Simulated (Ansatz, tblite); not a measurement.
# BMe2Br (C2H6BBr): one state, many levels, part 2 of 2

Aim: run the singlet of BMe2Br (C2H6BBr) at one geometry on many levels, and compare frontier levels, spin and run time.

Ansatz 0.2.0, Gaussian basis; as each input shows. The steps go on from the part before.

### Step 17. PBE+50HF/def2-TZVP

The input, in.yaml:

```yaml
crystal:
  periodic: [false, false, false]
  atoms:
    - {symbol: B, position_ang: [-0.258453, -0.443759, 0.000027]}
    - {symbol: C, position_ang: [1.301772, -0.503789, 0.032622]}
    - {symbol: H, position_ang: [1.593077, -0.446061, 1.099894]}
    - {symbol: H, position_ang: [1.763429, 0.368546, -0.456842]}
    - {symbol: H, position_ang: [1.732395, -1.432352, -0.366070]}
    - {symbol: C, position_ang: [-1.076958, 0.886098, -0.032051]}
    - {symbol: H, position_ang: [-1.195995, 1.153261, -1.100323]}
    - {symbol: H, position_ang: [-0.535523, 1.723528, 0.435436]}
    - {symbol: H, position_ang: [-2.088420, 0.808027, 0.389660]}
    - {symbol: Br, position_ang: [-1.235314, -2.113489, -0.002353]}
basis:
  gaussian: {orbitals: def2-TZVP, initial_orbitals: start.molden}
hamiltonian: {xc: {text: "exchange = 0.50*pbe_x + 0.50*exact_x\ncorrelation = pbe_c"}}
scf: {omitted_lower_state_checks: [starts]}
output: {orbitals: {seedname: orbitals}}
```

Launch:

```sh
$ ansatz run in.yaml --threads 4 --pin off --events-out ev --progress --plain --max-ram 3916MiB
```

Standard output:

```text
Functional definition: unnamed
  exchange = 0.50*pbe_x + 0.50*exact_x
  correlation = pbe_c
these checks for a lower state are left out or cut short: starts
1370 factors; their error is unknown
mean field evaluation 1: about -72887.5906 eV, gradient 1.0e1 eV
mean field evaluation 2: about -72887.6760 eV, gradient 1.1e-1 eV
mean field evaluation 4: about -72888.5661 eV, gradient 6.8e-4 eV
mean field -72888.56606423 eV, -2678.6053972160 hartree, gradient 1.5e-5 eV, S^2 0.000000; 0 other end points of the search recorded, 0 dependent functions left out
reference -72888.56608303 eV, -2678.6053979066 hartree; 29, 29 occupied and 148, 148 virtual orbitals, 1370 factors
Total energy: -72888.56608303 eV, -2678.6053979066 hartree
Checks for a lower state left out: starts
```

Run time: 2 s. Hardware: 4 threads of Arm Neoverse V2, shared host.

Report: HOMO -9.17 eV, LUMO 0.08 eV.

### Step 18. PBE-D4/def2-SVP

Edit in.yaml of step 17 so:

```diff
@@ -14,4 +14,4 @@
 basis:
-  gaussian: {orbitals: def2-TZVP, initial_orbitals: start.molden}
-hamiltonian: {xc: {text: "exchange = 0.50*pbe_x + 0.50*exact_x\ncorrelation = pbe_c"}}
+  gaussian: {orbitals: def2-SVP, initial_orbitals: start.molden}
+hamiltonian: {xc: pbe, dispersion: d4}
 scf: {omitted_lower_state_checks: [starts]}
```

Launched as before.

Standard output:

```text
Functional definition: PBE
  name "PBE"
  cite "Perdew, Burke & Ernzerhof, Phys. Rev. Lett. 77, 3865 (1996) doi:10.1103/PhysRevLett.77.3865"
  parent pbe
  parameter kappa = 0.804
  parameter beta = 0.06672455060314922
  exchange = pbe_x(kappa = kappa, mu = beta*pi^2/3)
  correlation = pbe_c(beta = beta)
these checks for a lower state are left out or cut short: starts
1163 factors; their error is unknown
mean field evaluation 1: about -72870.5220 eV, gradient 8.7e0 eV
mean field evaluation 2: about -72870.6572 eV, gradient 1.2e-1 eV
mean field evaluation 4: about -72870.5798 eV, gradient 1.3e-4 eV
mean field -72870.57975684 eV, -2677.9444126110 hartree, gradient 9.9e-6 eV, S^2 0.000000; 0 other end points of the search recorded, 0 dependent functions left out
reference -72870.57978986 eV, -2677.9444138242 hartree; 29, 29 occupied and 75, 75 virtual orbitals, 1163 factors
Total energy: -72870.76566768 eV, -2677.9512447082 hartree
Checks for a lower state left out: starts
```

It took 0.85 s on 4 threads of Arm Neoverse V2, shared host.

Report: HOMO -6.38 eV, LUMO -1.70 eV.

### Step 19. PBE0-D4/def2-SVP

Edit in.yaml of step 18 so:

```diff
@@ -15,3 +15,3 @@
   gaussian: {orbitals: def2-SVP, initial_orbitals: start.molden}
-hamiltonian: {xc: pbe, dispersion: d4}
+hamiltonian: {xc: pbe0, dispersion: d4}
 scf: {omitted_lower_state_checks: [starts]}
```

Launched as before.

Standard output:

```text
Functional definition: PBE0
  name "PBE0"
  cite "Adamo & Barone, J. Chem. Phys. 110, 6158 (1999) doi:10.1063/1.478522"
  cite "Perdew, Burke & Ernzerhof, Phys. Rev. Lett. 77, 3865 (1996) doi:10.1103/PhysRevLett.77.3865"
  parent pbe
  parameter a = 0.25
  parameter kappa = 0.804
  parameter beta = 0.06672455060314922
  exchange = (1 - a)*pbe_x(kappa = kappa, mu = beta*pi^2/3) + a*exact_x
  correlation = pbe_c(beta = beta)
these checks for a lower state are left out or cut short: starts
1053 factors; integrals over basis functions are off by at most 1.1e-3 eV
mean field evaluation 1: about -72873.6452 eV, gradient 5.2e0 eV
mean field evaluation 2: about -72873.6992 eV, gradient 4.7e-2 eV
mean field evaluation 4: about -72873.8095 eV, gradient 8.3e-4 eV
mean field -72873.80953725 eV, -2678.0631048518 hartree, gradient 1.9e-5 eV, S^2 0.000000; 0 other end points of the search recorded, 0 dependent functions left out
reference -72873.80956303 eV, -2678.0631057992 hartree; 29, 29 occupied and 75, 75 virtual orbitals, 1053 factors
Total energy: -72873.96659882 eV, -2678.0688767579 hartree
Checks for a lower state left out: starts
```

Wall time 1.1 s (4 threads of Arm Neoverse V2, shared host).

HOMO -7.73 eV, LUMO -0.78 eV.

### Step 20. HF/STO-3G

Edit in.yaml of step 19 so:

```diff
@@ -14,4 +14,4 @@
 basis:
-  gaussian: {orbitals: def2-SVP, initial_orbitals: start.molden}
-hamiltonian: {xc: pbe0, dispersion: d4}
+  gaussian: {orbitals: STO-3G}
+hamiltonian: {xc: hf}
 scf: {omitted_lower_state_checks: [starts]}
```

The command is unchanged.

Standard output:

```text
Functional definition: HF
  name "HF"
  cite "Fock, Z. Phys. 61, 126 (1930) doi:10.1007/BF01340294"
  parent pbe
  exchange = exact_x
  correlation = 0
these checks for a lower state are left out or cut short: starts
463 factors; integrals over basis functions are off by at most 1.1e-4 eV
mean field evaluation 1: about -72037.8853 eV, gradient 1.8e1 eV
mean field evaluation 2: about -72038.0047 eV, gradient 1.8e1 eV
mean field evaluation 4: about -72039.5728 eV, gradient 1.2e0 eV
mean field evaluation 8: about -72039.5799 eV, gradient 2.0e-5 eV
mean field -72039.57993235 eV, -2647.4057323328 hartree, gradient 4.5e-5 eV, S^2 0.000000; 0 other end points of the search recorded, 0 dependent functions left out
reference -72039.57993235 eV, -2647.4057323328 hartree; 29, 29 occupied and 10, 10 virtual orbitals, 463 factors
Total energy: -72039.57993235 eV, -2647.4057323328 hartree
Checks for a lower state left out: starts
```

Run time: 0.15 s. Hardware: 4 threads of Arm Neoverse V2, shared host.

Report: HOMO -8.19 eV, LUMO 6.62 eV.

### Step 21. PBE0-D4/def2-TZVPD

Edit in.yaml of step 20 so:

```diff
@@ -14,4 +14,4 @@
 basis:
-  gaussian: {orbitals: STO-3G}
-hamiltonian: {xc: hf}
+  gaussian: {orbitals: def2-TZVPD, initial_orbitals: start.molden}
+hamiltonian: {xc: pbe0, dispersion: d4}
 scf: {omitted_lower_state_checks: [starts]}
```

Same command.

Standard output:

```text
Functional definition: PBE0
  name "PBE0"
  cite "Adamo & Barone, J. Chem. Phys. 110, 6158 (1999) doi:10.1063/1.478522"
  cite "Perdew, Burke & Ernzerhof, Phys. Rev. Lett. 77, 3865 (1996) doi:10.1103/PhysRevLett.77.3865"
  parent pbe
  parameter a = 0.25
  parameter kappa = 0.804
  parameter beta = 0.06672455060314922
  exchange = (1 - a)*pbe_x(kappa = kappa, mu = beta*pi^2/3) + a*exact_x
  correlation = pbe_c(beta = beta)
these checks for a lower state are left out or cut short: starts
1291 factors; their error is unknown
mean field evaluation 1: about -72884.9803 eV, gradient 8.4e0 eV
mean field evaluation 2: about -72885.0010 eV, gradient 5.5e-2 eV
mean field evaluation 4: about -72885.2992 eV, gradient 3.2e-4 eV
mean field -72885.29916212 eV, -2678.4853407777 hartree, gradient 2.0e-5 eV, S^2 0.000000; 0 other end points of the search recorded, 0 dependent functions left out
reference -72885.29920696 eV, -2678.4853424254 hartree; 29, 29 occupied and 193, 193 virtual orbitals, 1291 factors
Total energy: -72885.45624274 eV, -2678.4911133841 hartree
Checks for a lower state left out: starts
```

Wall time 3.1 s (4 threads of Arm Neoverse V2, shared host); peak memory 0.55 GiB.

From the report: HOMO -7.88 eV, LUMO -0.93 eV.

### Step 22. PBE-D4/def2-TZVPD

Edit in.yaml of step 21 so:

```diff
@@ -15,3 +15,3 @@
   gaussian: {orbitals: def2-TZVPD, initial_orbitals: start.molden}
-hamiltonian: {xc: pbe0, dispersion: d4}
+hamiltonian: {xc: pbe, dispersion: d4}
 scf: {omitted_lower_state_checks: [starts]}
```

The command is unchanged.

Standard output:

```text
Functional definition: PBE
  name "PBE"
  cite "Perdew, Burke & Ernzerhof, Phys. Rev. Lett. 77, 3865 (1996) doi:10.1103/PhysRevLett.77.3865"
  parent pbe
  parameter kappa = 0.804
  parameter beta = 0.06672455060314922
  exchange = pbe_x(kappa = kappa, mu = beta*pi^2/3)
  correlation = pbe_c(beta = beta)
these checks for a lower state are left out or cut short: starts
1239 factors; their error is unknown
mean field evaluation 1: about -72882.1089 eV, gradient 1.4e1 eV
mean field evaluation 2: about -72882.2195 eV, gradient 1.7e-1 eV
mean field evaluation 4: about -72882.1854 eV, gradient 6.6e-4 eV
mean field -72882.18535451 eV, -2678.3709104586 hartree, gradient 1.1e-5 eV, S^2 0.000000; 0 other end points of the search recorded, 0 dependent functions left out
reference -72882.18541513 eV, -2678.3709126864 hartree; 29, 29 occupied and 193, 193 virtual orbitals, 1239 factors
Total energy: -72882.37129295 eV, -2678.3777435704 hartree
Checks for a lower state left out: starts
```

Run time: 2.3 s. Hardware: 4 threads of Arm Neoverse V2, shared host.

Report: HOMO -6.61 eV, LUMO -1.90 eV.

### Step 23. r2SCAN-D4/def2-TZVPD

Edit in.yaml of step 22 so:

```diff
@@ -15,3 +15,3 @@
   gaussian: {orbitals: def2-TZVPD, initial_orbitals: start.molden}
-hamiltonian: {xc: pbe, dispersion: d4}
+hamiltonian: {xc: r2scan, dispersion: d4}
 scf: {omitted_lower_state_checks: [starts]}
```

The command is unchanged.

Standard output:

```text
Functional definition: r2SCAN
  name "r2SCAN"
  cite "Furness, Kaplan, Ning, Perdew & Sun, J. Phys. Chem. Lett. 11, 8208 (2020) doi:10.1021/acs.jpclett.0c02405"
  cite "Furness, Kaplan, Ning, Perdew & Sun, J. Phys. Chem. Lett. 11, 9248 (2020) doi:10.1021/acs.jpclett.0c03077"
  parent r2scan
  parameter k0 = 0.174
  parameter k1 = 0.065
  parameter a1 = 4.9479
  exchange = r2scan_x(k0 = k0, k1 = k1, a1 = a1)
  correlation = r2scan_c
these checks for a lower state are left out or cut short: starts
1239 factors; their error is unknown
mean field evaluation 1: about -72894.8242 eV, gradient 1.1e1 eV
mean field evaluation 2: about -72894.8746 eV, gradient 9.3e-2 eV
mean field evaluation 4: about -72894.8423 eV, gradient 4.0e-4 eV
mean field -72894.84225465 eV, -2678.8360429598 hartree, gradient 1.7e-5 eV, S^2 0.000000; 0 other end points of the search recorded, 0 dependent functions left out
reference -72894.84227510 eV, -2678.8360437112 hartree; 29, 29 occupied and 193, 193 virtual orbitals, 1239 factors
Total energy: -72894.88748538 eV, -2678.8377051584 hartree
Checks for a lower state left out: starts
```

It took 4.4 s on 4 threads of Arm Neoverse V2, shared host.

Report: HOMO -6.89 eV, LUMO -1.52 eV.

### Step 24. CCSD(T)/def2-TZVPP

Edit in.yaml of step 23 so:

```diff
@@ -14,4 +14,4 @@
 basis:
-  gaussian: {orbitals: def2-TZVPD, initial_orbitals: start.molden}
-hamiltonian: {xc: r2scan, dispersion: d4}
+  gaussian: {orbitals: def2-TZVPP, initial_orbitals: start.molden}
+correlation: {method: ccsd_t}
 scf: {omitted_lower_state_checks: [starts]}
```

Launched as before.

Standard output, cut to the lines that bear on the results:

```text
Functional definition: HF
  name "HF"
  cite "Fock, Z. Phys. 61, 126 (1930) doi:10.1007/BF01340294"
  parent pbe
[...]
1347 factors; integrals over basis functions are off by at most 1.4e-3 eV
[...]
mean field -72829.20409722 eV, -2676.4238851652 hartree, gradient 4.2e-6 eV, S^2 0.000000; 0 other end points of the search recorded, 0 dependent functions left out
12 core orbitals not correlated: weight in the atoms' cores, before any rotation towards them, 1.000 or more for the frozen orbitals, at most 0.000 for the correlated occupied ones
reference -72829.20409722 eV, -2676.4238851652 hartree; 17, 17 occupied and 196, 196 virtual orbitals, 1347 factors
second order -19.91321374 eV of doubles, -0.00000000 eV of singles
cycle   1  -20.43862653 eV  change   -5.3e-1 eV  update   8.6e-2
[...]
cycle   9  -20.95627865 eV  change   -5.9e-6 eV  update   1.6e-5
perturbative correction -0.78302841 eV, -0.0287757634 hartree
Total energy: -72850.94340428 eV, -2677.2227899644 hartree
Checks for a lower state left out: starts
```

Run time: 4.4 min. Hardware: 4 threads of Arm Neoverse V2, shared host; peak memory 1.9 GiB.

Report: Hartree-Fock HOMO -10.82 eV, LUMO 2.85 eV; T1 0.009.

### Step 25. MP2/def2-TZVP

Edit in.yaml of step 24 so:

```diff
@@ -14,4 +14,4 @@
 basis:
-  gaussian: {orbitals: def2-TZVPP, initial_orbitals: start.molden}
-correlation: {method: ccsd_t}
+  gaussian: {orbitals: def2-TZVP, initial_orbitals: start.molden}
+correlation: {method: mp2}
 scf: {omitted_lower_state_checks: [starts]}
```

Launched as before.

Standard output:

```text
Functional definition: HF
  name "HF"
  cite "Fock, Z. Phys. 61, 126 (1930) doi:10.1007/BF01340294"
  parent pbe
  exchange = exact_x
  correlation = 0
these checks for a lower state are left out or cut short: starts
1213 factors; integrals over basis functions are off by at most 1.4e-3 eV
mean field evaluation 1: about -72828.4098 eV, gradient 2.8e1 eV
mean field evaluation 2: about -72829.0072 eV, gradient 7.9e-1 eV
mean field evaluation 4: about -72829.1499 eV, gradient 5.2e-3 eV
mean field evaluation 8: about -72829.1499 eV, gradient 1.7e-6 eV
mean field -72829.14989545 eV, -2676.4218932871 hartree, gradient 4.1e-6 eV, S^2 0.000000; 0 other end points of the search recorded, 0 dependent functions left out
12 core orbitals not correlated: weight in the atoms' cores, before any rotation towards them, 1.000 or more for the frozen orbitals, at most 0.000 for the correlated occupied ones
reference -72829.14989545 eV, -2676.4218932871 hartree; 17, 17 occupied and 148, 148 virtual orbitals, 1213 factors
second order -19.48199316 eV of doubles, -0.00000000 eV of singles
Total energy: -72848.63188861 eV, -2677.1378433303 hartree
Checks for a lower state left out: starts
```

Wall time 1.7 s (4 threads of Arm Neoverse V2, shared host).

Report: Hartree-Fock HOMO -10.82 eV, LUMO 2.85 eV.

### Step 26. RPA/def2-TZVP

Edit in.yaml of step 25 so:

```diff
@@ -15,4 +15,4 @@
   gaussian: {orbitals: def2-TZVP, initial_orbitals: start.molden}
-correlation: {method: mp2}
+hamiltonian: {xc: pbe}
+correlation: {method: rpa}
 scf: {omitted_lower_state_checks: [starts]}
-output: {orbitals: {seedname: orbitals}}
```

Launched as before.

Standard output, cut to the lines that bear on the results:

```text
Functional definition: PBE
  name "PBE"
  cite "Perdew, Burke & Ernzerhof, Phys. Rev. Lett. 77, 3865 (1996) doi:10.1103/PhysRevLett.77.3865"
  parent pbe
[...]
1213 factors; integrals over basis functions are off by at most 1.4e-3 eV
[...]
mean field -72882.15955228 eV, -2678.3699622443 hartree, gradient 2.8e-6 eV, S^2 0.000000; 0 other end points of the search recorded, 0 dependent functions left out
12 core orbitals not correlated: weight in the atoms' cores, before any rotation towards them, 1.000 or more for the frozen orbitals, at most 0.000 for the correlated occupied ones
reference -72828.00244999 eV, -2676.3797254439 hartree; 17, 17 occupied and 148, 148 virtual orbitals, 1213 factors
Total energy: -72859.72491743 eV, -2677.5455046203 hartree
Checks for a lower state left out: starts
```

It took 3 s on 4 threads of Arm Neoverse V2, shared host.

### Step 27. Comparison

```csv
level,functions,HOMO (eV),LUMO (eV),gap (eV),time
HF/STO-3G,39,-8.19,6.62,14.82,0.15 s
PBE-D4/def2-SVP,104,-6.38,-1.70,4.68,0.85 s
PBE-D4/def2-TZVP,177,-6.58,-1.85,4.73,1.9 s
PBE-D4/def2-TZVPD,222,-6.61,-1.90,4.71,2.3 s
BLYP-D4/def2-TZVP,177,-6.43,-1.69,4.75,1.6 s
r2SCAN-D4/def2-TZVP,177,-6.88,-1.49,5.38,3.3 s
r2SCAN-D4/def2-TZVPD,222,-6.89,-1.52,5.37,4.4 s
r2SCANh-D4/def2-TZVP,177,-7.35,-1.16,6.18,3.5 s
B3LYP-D4/def2-TZVP,177,-7.62,-1.08,6.54,2 s
PBE0-D4/def2-SVP,104,-7.73,-0.78,6.94,1.1 s
PBE0-D4/def2-TZVP,177,-7.87,-0.89,6.98,2.2 s
PBE0-D4/def2-TZVPD,222,-7.88,-0.93,6.95,3.1 s
CAM-B3LYP-D4/def2-TZVP,177,-9.21,0.27,9.49,2.2 s
LC-ωPBE/def2-TZVP,177,-10.59,1.41,12.01,2 s
PBE+5HF/def2-TZVP,177,-6.84,-1.66,5.18,1.9 s
PBE+10HF/def2-TZVP,177,-7.09,-1.47,5.63,2 s
PBE+15HF/def2-TZVP,177,-7.35,-1.27,6.08,2.2 s
PBE+35HF/def2-TZVP,177,-8.38,-0.50,7.89,2.1 s
PBE+50HF/def2-TZVP,177,-9.17,0.08,9.25,2 s
```

Energy pieces by basis (eV):

```csv
basis,HF,MP2 correlation,CCSD correlation,(T),total
def2-TZVPP,-72829.2041,-19.9132,-20.9563,-0.7830,-72850.9434
def2-TZVP,-72829.1499,-19.4820,,,-72848.6319 (MP2)
```

### Step 28. Binding energy

Free atoms were run apart at each level; binding is atoms less cluster, divided by the number of atoms, without zero-point or spin-orbit terms.

Differences are taken before rounding.

```csv
method,binding an atom (eV),from CCSD(T)/def2-TZVPP (eV),time
HF/STO-3G,3.874,+0.058,0.15 s
HF/def2-TZVP,3.014,-0.802,
HF/def2-TZVPP,3.019,-0.796,
PBE-D4/def2-SVP,3.995,+0.179,0.85 s
PBE-D4/def2-TZVP,3.963,+0.147,1.9 s
PBE-D4/def2-TZVPD,3.964,+0.148,2.3 s
BLYP-D4/def2-TZVP,3.870,+0.054,1.6 s
r2SCAN-D4/def2-TZVP,3.925,+0.109,3.3 s
r2SCAN-D4/def2-TZVPD,3.925,+0.109,4.4 s
r2SCANh-D4/def2-TZVP,3.911,+0.095,3.5 s
B3LYP-D4/def2-TZVP,3.898,+0.082,2 s
PBE0-D4/def2-SVP,3.965,+0.149,1.1 s
PBE0-D4/def2-TZVP,3.927,+0.111,2.2 s
PBE0-D4/def2-TZVPD,3.928,+0.112,3.1 s
CAM-B3LYP-D4/def2-TZVP,3.909,+0.093,2.2 s
LC-ωPBE/def2-TZVP,3.887,+0.071,2 s
MP2/def2-TZVP,3.817,+0.001,1.7 s
CCSD/def2-TZVPP,3.771,-0.045,
CCSD(T)/def2-TZVPP,3.816,0,4.4 min
```

Among the levels timed on like hardware and quicker than the yardstick, those that no quicker one beats, quickest first: HF/STO-3G (0.15 s, +0.058 eV); BLYP-D4/def2-TZVP (1.6 s, +0.054 eV); MP2/def2-TZVP (1.7 s, +0.001 eV).

### Step 29. Summary of results

This closing draws on all 2 parts.

```
                                                 quantity                                 value
gap in def2-TZVP, named functionals, smallest and largest  4.73 eV (PBE-D4), 12.01 eV (LC-ωPBE)
                     gap over the share of exact exchange          4.73 eV at 0, 9.25 eV at 0.5
                   correlation energy, CCSD(T)/def2-TZVPP                             -21.74 eV
                        correlation energy, MP2/def2-TZVP                             -19.48 eV
                      binding an atom, CCSD(T)/def2-TZVPP                              3.816 eV
          PBE0 total energy, smallest basis above largest       11.49 eV (def2-SVP, def2-TZVPD)
```

What this shows: Over the named functionals in def2-TZVP the gap runs from 4.73 eV (PBE-D4) to 12.01 eV (LC-ωPBE); exact exchange widens it. Raising the share of exact exchange from 0 to 0.5 moves the HOMO by -2.58 eV and the LUMO by +1.94 eV. A small miss in a minimal or small basis is a cancelling of errors, not accuracy. The functionals in def2-TZVP miss CCSD(T)/def2-TZVPP by +0.054 (BLYP-D4) to +0.147 eV (PBE-D4) an atom. The reference is CCSD(T) in one finite basis, so it carries an error of its own, often a tenth of an eV or more, and near misses can't be ranked.

MP2/def2-TZVP reaches 0.001 eV from the reference in 1.7 s, where CCSD(T)/def2-TZVPP took 4.4 min; the quickest level in the cost chart, HF/STO-3G, takes 0.15 s and misses by 0.058 eV. The slowest run with a step of its own, CCSD(T)/def2-TZVPP, took 4.4 min; the quickest functional in def2-TZVP took 1.6 s (shared host).
